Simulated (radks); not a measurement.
# Exchange and kinetic functionals tested on atomic densities: Sr⁺, Hg, In³⁷⁺, He⁺, Ne, C²⁺

An exercise on one series of results from a longer session: the logs are not shown, and one member is left open.

Program: radks (a radial shooting solver on a logarithmic mesh, Libxc functionals) version 1. Level of theory: non-relativistic Kohn-Sham, PBE, spin-polarised, spherical densities, point nucleus; open shells are filled with parallel spins first. These are calculated values, not measurements, unless marked.

**Starting point**

```
species : Sr⁺ ([Kr] 5s1), Hg ([Hg]), In³⁷⁺ ([Ne] 3s2), He⁺ (1s1), Ne ([Ne]), C²⁺ ([He] 2s2)
```

The first run:

Settings of this run:

```text
Z 38
configuration [Kr] 5s1
relativity non-relativistic
functional pbe,pbe
spin polarised
nucleus point
```

Steps of the session up to this table: Sr⁺, [Kr] 5s1.

One of the session's tables, all rows but one given; the rest of the session is left out.

It belongs to the step «Sr⁺, [Kr] 5s1». From the orbitals of this run (lengths in bohr):

| level | <r> | outermost maximum (interpolated) | 90 % within | nodes |
| --- | --- | --- | --- | --- |
| 3p down | 0.5033 | 0.435 | 0.764 | 1 |
| 3d up | 0.4968 | 0.376 | 0.804 | 0 |
| 3d down | 0.4967 | 0.376 | 0.804 | 0 |
| 4s up | ? | ? | ? | ? |
| 4s down | 1.381 | 1.22 | 2.02 | 3 |
| 4p up | 1.571 | 1.33 | 2.35 | 2 |
| 4p down | 1.565 | 1.33 | 2.34 | 2 |
| 5s up | 3.933 | 3.50 | 5.71 | 4 |

**Question.** Estimate the row for 4s up.

The run gave: <r>: 1.383; outermost maximum (interpolated): 1.22; 90 % within: 2.03; nodes: 3. In the column «<r>» it lies between 4s down (1.381) and 4p down (1.565).
